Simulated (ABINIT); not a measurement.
The system is MoSe.

```
Mo Se
1.0
     0.00000    2.89288    2.89288
     2.89288    0.00000    2.89288
     2.89288    2.89288    0.00000
Mo Se
1 1
Direct
  0.00000 0.00000 0.00000
  0.50000 0.50000 0.50000
```

The cell was built by a generator and needn't be a form met in nature.

Base run:

```yaml
Program: ABINIT 10.8.3 (patched build)
Functional: LDA-PZ
Potentials_or_basis: JTH PAW LDA v2.0
Cutoff: 354 eV
k_mesh: 6 × 6 × 6
Occupations: fermi-dirac, width 0.05 eV
Spin: no spin polarisation
```

Its results: band gap on the k mesh none (metal or under the smearing width); pressure -25.6 GPa.

Task: The run is repeated on the same cell with these changes: functional from LDA-PZ to PBEsol; potentials or basis from JTH PAW LDA v2.0 to PseudoDojo NC SR PBEsol v0.4.1 standard; cutoff from 354 eV to 1061 eV; valence electrons from 20 to 30. What comes out?

Result: Band gap on the k mesh none (metal or under the smearing width); pressure -24.1 GPa.

Caveats: so large a pressure means that the cell lies far from this level's equilibrium, or that cutoff or potentials fall short.

Not every run made on this cell is shown here.
